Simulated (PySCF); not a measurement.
# BH6NOSi: the cost of one run

Programs: PySCF 2.14.0, with density-fitted response routines of our own. Each step states its level of theory. These are calculated values for one molecule in the gas phase, unless marked as measured. Atoms are numbered from 0 throughout.

## Step 1: The starting structure

10 atoms, charge 0, multiplicity 1; geometry from: GFN2-xTB. The atoms were then displaced at random by about 0.01 Å, so the start is not that level's minimum.

Bonds of the start (Å): N0–B1 1.36, B1–O2 1.33, O2–Si3 1.64, N0–H4 1.02, N0–H5 1.03, B1–H6 1.17, Si3–H7 1.46, Si3–H8 1.46, Si3–H9 1.48.

## Step 2: Geometry optimisation at PBE0-D3(BJ)/def2-SVP

What the job is given:

```
{"job": {"xc": "PBE0", "basis": "def2-SVP", "d3": "d3bj", "grid": 1, "shake": 0.01, "kind": "geom"}, "charge": 0, "multiplicity": 1}
N     -1.786110    -0.126610    -0.126600
B     -0.755620    -0.983220     0.110700
O      0.467930    -0.531590     0.346530
Si     1.650570     0.587380     0.572820
H     -2.752820    -0.398910    -0.320580
H     -1.690860     0.902480    -0.141440
H     -0.935920    -2.139930     0.105420
H      2.414630     0.643180    -0.665060
H      2.390620     0.116700     1.741500
H      1.048010     1.909600     0.870700
```

Run with:

```
> OMP_NUM_THREADS=1 python probes_run.py task.json out
```

This one command runs all jobs of the session in turn.

Q: Estimate the wall time and peak memory of this first job on 1 thread of Arm Neoverse N1, shared host.

About 41 s, with a peak of 0.39 GiB.
